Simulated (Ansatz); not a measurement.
# Cl2FH2NZr: molecular dynamics

Purpose: to follow the molecule's vibrations and see whether its bonds hold. The start is relaxed first. Runs: 300 steps of 1 fs at constant energy, with velocities drawn for 1500 K.

Program: Ansatz 0.2.0. Level of theory: RKS B3LYP/def2-SVP. These are calculated values, not measurements.

### 1 The starting structure

Bond lengths: Zr1–F2 1.980 Å, Zr1–Cl3 2.520 Å, Zr1–N4 2.208 Å, N4–H5 1.060 Å, N4–H6 1.060 Å, Zr1–Cl7 2.518 Å. Angles: F2–Zr1–Cl3 109.5°, F2–Zr1–N4 109.5°, F2–Zr1–Cl7 109.5°, Cl3–Zr1–N4 109.5°, Cl3–Zr1–Cl7 109.5°, N4–Zr1–Cl7 109.5°, Zr1–N4–H5 120.0°, Zr1–N4–H6 120.0°, H5–N4–H6 120.0°.

Coordinates:

```xyz
7

Zr    0.0000    0.0000    0.0000
F     0.0000    0.0000    1.9800
Cl    2.3764    0.0000   -0.8392
N    -1.0409    1.8034   -0.7359
H    -2.0610    1.7482   -1.0186
H    -0.5204    2.7241   -0.8065
Cl   -1.1869   -2.0563   -0.8392
```

### 2 Relaxing the start

Contents of input.yaml:

```yaml
crystal:
  periodic: [false, false, false]
  atoms:
    - { symbol: Zr, position_ang: [0.0, 0.0, 0.0] }
    - { symbol: F, position_ang: [0.0, 0.0, 1.98] }
    - { symbol: Cl, position_ang: [2.3764, 0.0, -0.8392] }
    - { symbol: "N", position_ang: [-1.0409, 1.8034, -0.7359] }
    - { symbol: H, position_ang: [-2.061, 1.7482, -1.0186] }
    - { symbol: H, position_ang: [-0.5204, 2.7241, -0.8065] }
    - { symbol: Cl, position_ang: [-1.1869, -2.0563, -0.8392] }
basis:
  gaussian: { orbitals: def2-SVP }
hamiltonian:
  xc: b3lyp
relax:
  f_tol: 0.02
  max_steps: 40
output:
  orbitals: {}
```

Launch:

```console
$ ansatz run input.yaml --threads 2 --pin off --max-ram 3072MiB --backend cpu --events-out ev --progress --plain --runs-dir out
```

The log of the run, cut to the lines that bear on the results:

```text
Warning: RAYON_NUM_THREADS=2 ignored (pool sized by the plan → 2); use --threads N
[...]
Functional definition: B3LYP
[...]
1097 factors; integrals over basis functions are off by at most 3.2e-4 eV
[...]
mean field -30562.31943648 eV, -1123.1445234066 hartree, gradient 7.3e-6 eV, S^2 0.000000; 0 other end points of the search recorded, 0 dependent functions left out
[...]
reference -30562.31977513 eV, -1123.1445358515 hartree; 32, 32 occupied and 73, 73 virtual orbitals, 1097 factors
relax step   1: F+E_penalty+E_count = -30562.31943648 eV  Δ(F+E_penalty+E_count) = +0.000e0 eV  max|allowed force component| = 2.098e0 eV/Å  Δτ_max = 0.0000 Å  (31 SCF iters, accepted)
[...]
relax step   4: F+E_penalty+E_count = -30563.23323663 eV  Δ(F+E_penalty+E_count) = -4.084e-3 eV  max|allowed force component| = 2.048e-1 eV/Å  Δτ_max = 0.0743 Å  (32 SCF iters, accepted)
[...]
relax step   7: F+E_penalty+E_count = -30563.23390356 eV  Δ(F+E_penalty+E_count) = +4.975e-3 eV  max|allowed force component| = 7.994e-1 eV/Å  Δτ_max = 0.1998 Å  (32 SCF iters, rejected (line search))
[...]
relax step  10: F+E_penalty+E_count = -30563.25230005 eV  Δ(F+E_penalty+E_count) = -1.899e-3 eV  max|allowed force component| = 2.291e-1 eV/Å  Δτ_max = 0.0145 Å  (34 SCF iters, accepted)
[...]
relax step  13: F+E_penalty+E_count = -30563.26665653 eV  Δ(F+E_penalty+E_count) = -6.715e-3 eV  max|allowed force component| = 9.330e-2 eV/Å  Δτ_max = 0.1000 Å  (32 SCF iters, accepted)
[...]
relax step  14: F+E_penalty+E_count = -30563.26947727 eV  Δ(F+E_penalty+E_count) = -2.821e-3 eV  max|allowed force component| = 4.684e-1 eV/Å  Δτ_max = 0.1470 Å  (32 SCF iters, accepted)
```

### 3 The output, continued: start relaxed

Output, continued, cut to the lines that bear on the results:

```text
[...]
1097 factors; integrals over basis functions are off by at most 4.2e-4 eV
mean field -30563.27811915 eV, -1123.1797543447 hartree, gradient 2.5e-5 eV, S^2 0.000000; 0 other end points of the search recorded, 0 dependent functions left out
[...]
reference -30563.27845206 eV, -1123.1797665789 hartree; 32, 32 occupied and 73, 73 virtual orbitals, 1097 factors
relax step  15: F+E_penalty+E_count = -30563.27811915 eV  Δ(F+E_penalty+E_count) = -8.642e-3 eV  max|allowed force component| = 2.838e-1 eV/Å  Δτ_max = 0.0968 Å  (30 SCF iters, accepted)
[...]
relax step  17: F+E_penalty+E_count = -30563.28678814 eV  Δ(F+E_penalty+E_count) = -3.515e-3 eV  max|allowed force component| = 3.745e-2 eV/Å  Δτ_max = 0.1336 Å  (32 SCF iters, accepted)
[...]
reference -30563.28856117 eV, -1123.1801380820 hartree; 32, 32 occupied and 73, 73 virtual orbitals, 1097 factors
Total energy: -30563.28856117 eV, -1123.1801380820 hartree
Atom 0 at     0.003533     0.019937    -0.018630 Å, force     0.000437    -0.000658     0.000835 eV/Å
Atom 1 at     0.161446     0.243994     1.862631 Å, force     0.000349    -0.000304    -0.000127 eV/Å
Atom 2 at     2.114413    -0.104466    -1.093014 Å, force    -0.001607    -0.000537     0.000229 eV/Å
Atom 3 at    -0.957532     1.658609    -0.673987 Å, force    -0.000548     0.001196    -0.000601 eV/Å
Atom 4 at    -1.217911     1.856908    -1.641426 Å, force     0.000398     0.000422    -0.001167 eV/Å
Atom 5 at    -1.266080     2.436202    -0.088070 Å, force    -0.000220    -0.001042     0.000656 eV/Å
Atom 6 at    -1.270669    -1.891785    -0.606905 Å, force     0.001191     0.000923     0.000175 eV/Å
Dipole moment:    -0.307585     0.546217    -0.113389 e Å
```

Wall time 74 s (2 threads of Arm Neoverse V2, shared host); peak memory 0.24 GiB.

The steps of the relaxation:

```csv
step,energy from step 1 (eV),largest force component (eV/Å)
1,0.0000,2.0980
2,-0.8309,1.1468
3,-0.9097,0.1658
4,-0.9138,0.2048
5,-0.9169,0.0580
6,-0.9194,0.0970
7x,-0.9145,0.7994
8,-0.9261,0.0626
9,-0.9310,0.2935
10,-0.9329,0.2291
11x,-0.9313,0.7414
12,-0.9405,0.1053
13,-0.9472,0.0933
14,-0.9500,0.4684
15,-0.9587,0.2838
16,-0.9638,0.0716
17,-0.9674,0.0374
18x,-0.9649,0.2514
19,-0.9679,0.0211
20x,-0.9665,0.2605
21,-0.9684,0.0144
22,-0.9685,0.0842
23,-0.9687,0.0362
24,-0.9688,0.0016
```

Step 1 is the start. 4 steps were tried and not accepted (7, 11, 18, 20; marked x where the table lists them).

After: Bond lengths: Zr1–F2 1.901 Å, Zr1–Cl3 2.372 Å, Zr1–N4 2.010 Å, N4–H5 1.021 Å, N4–H6 1.021 Å, Zr1–Cl7 2.372 Å. Angles: F2–Zr1–Cl3 112.4°, F2–Zr1–N4 105.4°, F2–Zr1–Cl7 112.6°, Cl3–Zr1–N4 108.7°, Cl3–Zr1–Cl7 108.9°, N4–Zr1–Cl7 108.6°, Zr1–N4–H5 126.1°, Zr1–N4–H6 125.3°, H5–N4–H6 108.6°.

### 4 Dynamics

300 steps of 1 fs at constant energy, with velocities drawn for 1500 K, from the relaxed start. H is given a mass of 3.016 u.

Contents of input.yaml:

```yaml
crystal:
  periodic: [false, false, false]
  atoms:
    - { symbol: Zr, position_ang: [0.003533, 0.019937, -0.01863] }
    - { symbol: F, position_ang: [0.161446, 0.243994, 1.862631] }
    - { symbol: Cl, position_ang: [2.114413, -0.104466, -1.093014] }
    - { symbol: "N", position_ang: [-0.957532, 1.658609, -0.673987] }
    - { symbol: H, position_ang: [-1.217911, 1.856908, -1.641426] }
    - { symbol: H, position_ang: [-1.26608, 2.436202, -0.08807] }
    - { symbol: Cl, position_ang: [-1.270669, -1.891785, -0.606905] }
basis:
  gaussian: { orbitals: def2-SVP }
hamiltonian:
  xc: b3lyp
md:
  timestep: 1.0
  n_steps: 300
  ensemble: nve
  temperature: 1500.0
  initial_velocities: maxwell_boltzmann
  seed: 415094
  masses: [{ species: H, mass: 3.016 }]
```

Launch:

```console
$ ansatz run input.yaml --threads 2 --pin off --max-ram 3072MiB --backend cpu --events-out ev --progress --plain --runs-dir out
```

The log of the run, cut to the lines that bear on the results:

```text
Warning: RAYON_NUM_THREADS=2 ignored (pool sized by the plan → 2); use --threads N
[...]
[... 1 set-up line as earlier in the session ...]
[...]
1100 factors; integrals over basis functions are off by at most 3.6e-4 eV
[...]
mean field -30563.28823804 eV, -1123.1801262073 hartree, gradient 4.4e-5 eV, S^2 0.000000; 0 other end points of the search recorded, 0 dependent functions left out
[...]
reference -30563.28857198 eV, -1123.1801384790 hartree; 32, 32 occupied and 73, 73 virtual orbitals, 1100 factors
md step     0: t =     0.00 fs  T =  1500.0 K  F+E_penalty+E_count = -30563.28823804 eV  E_kin = 0.969450 eV  conserved = -30562.31878805 eV  (28 SCF iters)
[...]
md step    20: t =    20.00 fs  T =   899.8 K  F+E_penalty+E_count = -30562.89858603 eV  E_kin = 0.581554 eV  conserved = -30562.31703242 eV  (33 SCF iters)
[...]
md step    40: t =    40.00 fs  T =   567.6 K  F+E_penalty+E_count = -30562.68399503 eV  E_kin = 0.366849 eV  conserved = -30562.31714613 eV  (35 SCF iters)
[...]
md step    60: t =    60.00 fs  T =   498.4 K  F+E_penalty+E_count = -30562.63907327 eV  E_kin = 0.322125 eV  conserved = -30562.31694847 eV  (34 SCF iters)
[...]
md step    79: t =    79.00 fs  T =   443.6 K  F+E_penalty+E_count = -30562.60352683 eV  E_kin = 0.286723 eV  conserved = -30562.31680383 eV  (34 SCF iters)
md step    80: t =    80.00 fs  T =   462.6 K  F+E_penalty+E_count = -30562.61571139 eV  E_kin = 0.298968 eV  conserved = -30562.31674304 eV  (34 SCF iters)
```

### 5 The output, continued: dynamics from the start

Output, continued, cut to the lines that bear on the results:

```text
md step    81: t =    81.00 fs  T =   493.0 K  F+E_penalty+E_count = -30562.63549478 eV  E_kin = 0.318633 eV  conserved = -30562.31686151 eV  (34 SCF iters)
[...]
md step   107: t =   107.00 fs  T =   932.1 K  F+E_penalty+E_count = -30562.91920723 eV  E_kin = 0.602417 eV  conserved = -30562.31679037 eV  (33 SCF iters)
[...]
md step   133: t =   133.00 fs  T =   649.6 K  F+E_penalty+E_count = -30562.73799361 eV  E_kin = 0.419856 eV  conserved = -30562.31813730 eV  (34 SCF iters)
[...]
md step   159: t =   159.00 fs  T =   783.6 K  F+E_penalty+E_count = -30562.82281750 eV  E_kin = 0.506425 eV  conserved = -30562.31639209 eV  (34 SCF iters)
[...]
md step   183: t =   183.00 fs  T =   312.2 K  F+E_penalty+E_count = -30562.51815391 eV  E_kin = 0.201755 eV  conserved = -30562.31639851 eV  (34 SCF iters)
md step   184: t =   184.00 fs  T =   339.0 K  F+E_penalty+E_count = -30562.53570060 eV  E_kin = 0.219098 eV  conserved = -30562.31660273 eV  (34 SCF iters)
```

### 6 The output, continued: dynamics from the start

Output, continued, cut to the lines that bear on the results:

```text
md step   185: t =   185.00 fs  T =   379.6 K  F+E_penalty+E_count = -30562.56228901 eV  E_kin = 0.245341 eV  conserved = -30562.31694779 eV  (34 SCF iters)
[...]
md step   206: t =   206.00 fs  T =   738.5 K  F+E_penalty+E_count = -30562.79425665 eV  E_kin = 0.477311 eV  conserved = -30562.31694555 eV  (34 SCF iters)
[...]
md step   227: t =   227.00 fs  T =   706.4 K  F+E_penalty+E_count = -30562.77404284 eV  E_kin = 0.456541 eV  conserved = -30562.31750173 eV  (34 SCF iters)
[...]
md step   248: t =   248.00 fs  T =   954.0 K  F+E_penalty+E_count = -30562.93388890 eV  E_kin = 0.616576 eV  conserved = -30562.31731298 eV  (34 SCF iters)
[...]
md step   299: t =   299.00 fs  T =   825.8 K  F+E_penalty+E_count = -30562.85222436 eV  E_kin = 0.533698 eV  conserved = -30562.31852660 eV  (33 SCF iters)
[...]
md step   300: t =   300.00 fs  T =   788.6 K  F+E_penalty+E_count = -30562.82776311 eV  E_kin = 0.509652 eV  conserved = -30562.31811127 eV  (30 SCF iters)
Total energy: -30562.82809301 eV, -1123.1632161890 hartree
Atom 0 at     0.058752     0.021819    -0.082205 Å, force    -0.404992    -2.865652    -0.007805 eV/Å
Atom 1 at    -0.029282     0.311916     1.765769 Å, force     0.544671    -0.064499     0.980684 eV/Å
Atom 2 at     2.184480    -0.127085    -1.106099 Å, force     0.330518     0.041188    -0.031162 eV/Å
Atom 3 at    -0.831087     1.668761    -0.507114 Å, force    -1.656601     1.251458    -1.297894 eV/Å
Atom 4 at    -0.835939     2.498809     0.046097 Å, force     0.459607     0.953168     0.826537 eV/Å
Atom 5 at    -1.721145     1.747127    -1.002308 Å, force     0.020806    -0.265401    -0.503265 eV/Å
Atom 6 at    -1.424357    -1.910409    -0.510040 Å, force     0.705992     0.949738     0.032904 eV/Å
Dipole moment:    -0.256231     0.606542    -0.057137 e Å
```

Wall time 15 min (2 threads of Arm Neoverse V2, shared host); peak memory 0.24 GiB.

### 7 What the atoms did

The trajectory, every 12 steps (energies from step 0):

```csv
time (fs),T (K),potential energy change (meV/atom),total energy change (meV/atom)
0.0,1500,0.0,0.00
12.0,975,48.8,0.35
24.0,763,68.2,0.20
36.0,594,83.9,0.23
48.0,710,73.1,0.17
60.0,498,92.7,0.26
72.0,477,94.7,0.24
84.0,628,80.7,0.24
96.0,1076,39.3,0.10
108.0,917,54.1,0.29
120.0,931,52.7,0.18
132.0,631,80.4,0.15
144.0,852,60.2,0.34
156.0,882,57.1,0.07
168.0,622,81.4,0.30
180.0,341,107.3,0.27
192.0,601,83.2,0.19
204.0,726,71.6,0.17
216.0,782,66.5,0.26
228.0,669,76.9,0.22
240.0,895,56.0,0.19
252.0,903,55.3,0.19
264.0,628,80.8,0.27
276.0,583,84.8,0.16
288.0,639,79.8,0.31
300.0,789,65.8,0.10
```

time (fs), T (K) and a bar:
```
      0.0       1500 ##############################
     13.0        979 #################
     26.0        658 #########
     39.0        591 #######
     52.0        738 ###########
     65.0        468 ####
     78.0        435 ###
     91.0        856 ##############
    104.0       1034 ##################
    117.0        953 ################
    130.0        602 #######
    143.0        861 ##############
    157.0        855 ##############
    170.0        629 ########
    183.0        312 
    196.0        617 ########
    209.0        783 ############
    222.0        819 #############
    235.0        662 #########
    248.0        954 ################
    261.0        667 #########
    274.0        620 ########
    287.0        582 #######
    300.0        789 ############
```

Maxima of the velocity power spectrum (cm⁻¹, relative height; resolution about 220 cm⁻¹): 140 (100), 640 (28), 970 (10).

### 8 Frames from the trajectory

Extended XYZ, with forces in eV/Å:

```xyz
7
time_fs=38.0 T=605 dE=0.5792
Zr    0.015   -0.037   -0.111   -0.372    2.045    1.739
F    -0.254    0.359    1.789    0.772   -0.768   -1.385
Cl    2.251   -0.030   -1.178   -1.112   -0.105    0.543
N    -0.810    1.863   -0.373    0.605   -1.567   -0.586
H    -0.956    2.258   -1.304   -0.056    0.249    0.147
H    -1.013    2.538    0.371   -0.055   -0.266   -0.237
Cl   -1.316   -2.006   -0.431    0.218    0.412   -0.221
7
time_fs=75.0 T=430 dE=0.6933
Zr    0.035   -0.003   -0.146   -1.135   -0.679    1.823
F    -0.281    0.189    1.775    0.621   -0.061   -0.860
Cl    2.112    0.012   -1.111    1.277   -0.221   -0.481
N    -0.636    1.792   -0.572   -0.778    0.562    0.672
H    -0.671    2.689   -1.088   -0.123   -0.767    0.556
H    -1.077    1.838    0.396    0.065    0.957   -1.273
Cl   -1.302   -1.991   -0.343    0.073    0.209   -0.437
7
time_fs=112.0 T=905 dE=0.3859
Zr   -0.023    0.014   -0.075    0.195    1.497   -2.318
F     0.017    0.000    1.756    0.176    0.078    2.042
Cl    2.198   -0.018   -1.109   -0.901   -0.004    0.409
N    -0.866    1.861   -0.615    1.145   -2.348    0.392
H    -0.230    2.211   -1.331   -0.236    0.572   -0.242
H    -1.703    2.412   -0.508   -0.204    0.299   -0.024
Cl   -1.291   -1.940   -0.404   -0.174   -0.095   -0.259
7
time_fs=150.0 T=888 dE=0.3972
Zr   -0.018    0.072    0.003   -0.882   -0.826   -1.406
F     0.382   -0.083    1.826   -0.114    0.259    1.226
Cl    2.071   -0.052   -1.023    0.385    0.062   -0.308
N    -0.970    1.625   -0.897   -0.669    0.166    0.868
H    -0.242    1.927   -1.556   -0.525    0.594   -0.312
H    -1.847    2.210   -0.879    1.515   -0.678   -0.259
Cl   -1.319   -1.875   -0.563    0.290    0.425    0.191
7
time_fs=188.0 T=503 dE=0.6453
Zr   -0.037    0.035    0.046    1.665    0.319    1.160
F     0.550    0.050    1.976   -0.976    0.218   -1.561
Cl    2.020   -0.074   -1.025    0.273   -0.109   -0.184
N    -0.859    1.522   -1.022    0.511    0.280    0.010
H    -0.736    2.125   -1.854   -0.091   -0.385    0.732
H    -1.817    1.538   -0.696   -0.872    0.450   -0.186
Cl   -1.314   -1.749   -0.696   -0.511   -0.771    0.030
7
time_fs=225.0 T=764 dE=0.4774
Zr    0.051    0.001    0.047   -1.535    0.640    0.468
F     0.316    0.347    1.981   -0.260   -0.497   -1.558
Cl    2.102   -0.121   -1.103   -0.046    0.100    0.064
N    -1.066    1.595   -0.699    0.265   -1.590    0.596
H    -0.610    2.088   -1.440    0.700    0.820   -0.693
H    -2.050    1.567   -0.992    0.120   -0.130    0.464
Cl   -1.407   -1.802   -0.761    0.757    0.657    0.660
7
time_fs=262.0 T=641 dE=0.5571
Zr    0.042   -0.045   -0.003    1.235    0.248   -2.115
F     0.033    0.450    1.771    0.305    0.173    2.446
Cl    2.163   -0.135   -1.145   -0.210    0.056    0.330
N    -0.950    1.540   -0.658   -0.722    2.446    0.812
H    -0.617    2.481   -0.270   -0.144   -1.367   -0.799
H    -1.974    1.627   -0.510    0.449   -0.338   -0.489
Cl   -1.342   -1.743   -0.633   -0.912   -1.218   -0.185
7
time_fs=300.0 T=789 dE=0.4605
Zr    0.059    0.022   -0.082   -0.405   -2.866   -0.008
F    -0.029    0.312    1.766    0.545   -0.065    0.981
Cl    2.184   -0.127   -1.106    0.331    0.041   -0.031
N    -0.831    1.669   -0.507   -1.657    1.252   -1.298
H    -0.836    2.499    0.046    0.460    0.953    0.827
H    -1.721    1.747   -1.002    0.021   -0.265   -0.503
Cl   -1.424   -1.910   -0.510    0.706    0.950    0.033
```

### 9 Results

```
                          quantity                          value
           relaxation of the start       19 moves, 0.969 eV lower
                            length              300 steps of 1 fs
  temperature, first and last step                 1500 and 789 K
          temperature, second half  mean 697 K, from 304 to 995 K
     potential energy, second half    +74 meV/atom from the start
largest change of the total energy                  0.44 meV/atom
            bonds formed or broken                              0
```

What this shows: The temperature starts at 1500 K and averages 697 K in the second half, where it ranges from 304 to 995 K. About half is expected from a start at a minimum: kinetic energy passes into potential energy until both shares match. The total energy strays from its start by at most 0.44 meV/atom, 0.6 % of the mean kinetic energy, which is good for a step of 1 fs. The bonds all hold. Averages from a run of 300 fs with 7 atoms are rough.
